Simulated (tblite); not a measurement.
# C5H8F3NSi: the cost of one run

Programs: tblite 0.8.0 and PySCF 2.14.0, with density-fitted response routines of our own. Each step states its level of theory. These are calculated values for one molecule in the gas phase, unless marked as measured. Atoms are numbered from 0 throughout.

### Step 1. The molecule as given

18 atoms, charge 0, multiplicity 1; geometry from: force field or distance geometry start.

Bonds of the start (Å): C0–N1 1.30, N1–Si2 1.73, Si2–C3 1.88, C3–C4 1.52, C4–C5 1.52, C5–C6 1.49, C6–F7 1.35, C6–F8 1.36, C6–F9 1.36, C5–C3 1.53, C0–H10 1.10, C0–H11 1.11, Si2–H12 1.47, Si2–H13 1.47, C3–H14 1.08, C4–H15 1.09, C4–H16 1.09, C5–H17 1.08.

### Step 2. Geometry optimisation with GFN2-xTB

What the job is given:

```
{"job": {"kind": "relax", "xc": "GFN2-xTB", "basis": "xTB"}, "charge": 0, "multiplicity": 1}
C      1.751400    -2.087900    -0.541100
N      1.474000    -1.087700    -1.325600
Si     1.471800     0.480900    -0.586800
C     -0.284000     1.159700    -0.669400
C     -0.883100     1.827500     0.554100
C     -1.440600     0.496600     0.083400
C     -1.354500    -0.711900     0.947300
F     -1.316700    -1.837400     0.211800
F     -0.260900    -0.714100     1.754100
F     -2.449200    -0.783700     1.755000
H      1.758000    -3.105100    -0.964900
H      1.952400    -2.016400     0.544500
H      2.380400     1.365300    -1.329600
H      1.936000     0.377700     0.807800
H     -0.520300     1.570300    -1.635100
H     -0.333100     1.860100     1.494200
H     -1.492300     2.714800     0.387000
H     -2.397900     0.497600    -0.418200
```

Run with:

```sh
$ OMP_NUM_THREADS=1 python probes_run.py task.json out
```

This one command runs all jobs of the session in turn.

Q: Estimate the wall time and peak memory of this first job on 1 thread of Intel Xeon at 2.50GHz, shared host.

About 1.4 s, with a peak of 0.18 GiB.
